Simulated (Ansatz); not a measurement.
# CH9NSi2: small, medium and large basis sets

The task here is to estimate one member of a computed series from the others.

Program: Ansatz 0.2.0, Gaussian basis. Level of theory: one geometry, several basis sets. These are calculated values, not measurements.

The runs, in order: PBE0-D4/def2-SVP; ωB97M-V/def2-SVP; PBE0-D4/def2-QZVPP; ωB97M-V/def2-QZVPP; the functionals' def2-TZVPP values are taken from earlier runs.

### The relaxed structure

All runs share one geometry, relaxed beforehand with PBE0-D4 in a triple-zeta def2 set.

SMILES `CN[SiH2][SiH3]`, 13 atoms, charge 0, spin multiplicity 1.

Atoms are counted from 1 here; the program's logs count them from 0.

Bond lengths: C1–N2 1.448 Å, C1–H5 1.093 Å, C1–H6 1.093 Å, C1–H7 1.098 Å, N2–Si3 1.722 Å, N2–H8 1.008 Å, Si3–Si4 2.354 Å, Si3–H9 1.489 Å, Si3–H10 1.491 Å, Si4–H11 1.491 Å, Si4–H12 1.490 Å, Si4–H13 1.490 Å. Angles: N2–C1–H5 109.5°, N2–C1–H6 110.8°, N2–C1–H7 113.9°, H5–C1–H6 107.0°, H5–C1–H7 107.4°, H6–C1–H7 108.0°, C1–N2–Si3 122.6°, C1–N2–H8 113.6°, Si3–N2–H8 117.2°, N2–Si3–Si4 115.3°, N2–Si3–H9 107.1°, N2–Si3–H10 108.4°, Si4–Si3–H9 108.8°, Si4–Si3–H10 107.5°, H9–Si3–H10 109.7°, Si3–Si4–H11 110.9°, Si3–Si4–H12 110.9°, Si3–Si4–H13 111.2° and more.

The first run:

The input, in.yaml:

```yaml
crystal:
  periodic: [false, false, false]
  atoms:
    - {symbol: C, position_ang: [-0.537308, 1.715620, -0.830483]}
    - {symbol: N, position_ang: [-0.739342, 1.081088, 0.454810]}
    - {symbol: Si, position_ang: [0.356084, -0.081874, 1.096899]}
    - {symbol: Si, position_ang: [0.581879, -2.055373, -0.167056]}
    - {symbol: H, position_ang: [0.528129, 1.913981, -0.975488]}
    - {symbol: H, position_ang: [-1.050131, 2.680542, -0.871177]}
    - {symbol: H, position_ang: [-0.878055, 1.113129, -1.683115]}
    - {symbol: H, position_ang: [-1.709552, 0.991963, 0.712301]}
    - {symbol: H, position_ang: [-0.130423, -0.436613, 2.458359]}
    - {symbol: H, position_ang: [1.705697, 0.545499, 1.192559]}
    - {symbol: H, position_ang: [1.019948, -1.748029, -1.558371]}
    - {symbol: H, position_ang: [-0.716208, -2.782892, -0.252294]}
    - {symbol: H, position_ang: [1.589584, -2.971842, 0.437955]}
basis:
  gaussian: {orbitals: def2-SVP}
hamiltonian: {xc: pbe0, dispersion: d4}
output: {orbitals: {seedname: orbitals}}
```

Among the steps run: PBE0-D4 in def2-SVP; ωB97M-V in def2-SVP; PBE0-D4 in def2-QZVPP; ωB97M-V in def2-QZVPP.

One table of the session follows, with a row left open; its other results are not shown here.

It belongs to the step «Density functionals: the series». 

```
functional       basis  HOMO (eV)  LUMO (eV)
   PBE0-D4    def2-SVP      -6.46       0.29
   PBE0-D4  def2-TZVPP      -6.59      -0.05
   PBE0-D4  def2-QZVPP      -6.61      -0.17
   ωB97M-V    def2-SVP      -8.63       2.13
   ωB97M-V  def2-TZVPP          ?          ?
   ωB97M-V  def2-QZVPP      -8.80       1.28
```

**Question.** Estimate the row for ωB97M-V, def2-TZVPP.

As computed: HOMO (eV): -8.77; LUMO (eV): 1.62. In the column «HOMO (eV)» it lies between ωB97M-V, def2-QZVPP (-8.80) and ωB97M-V, def2-SVP (-8.63).
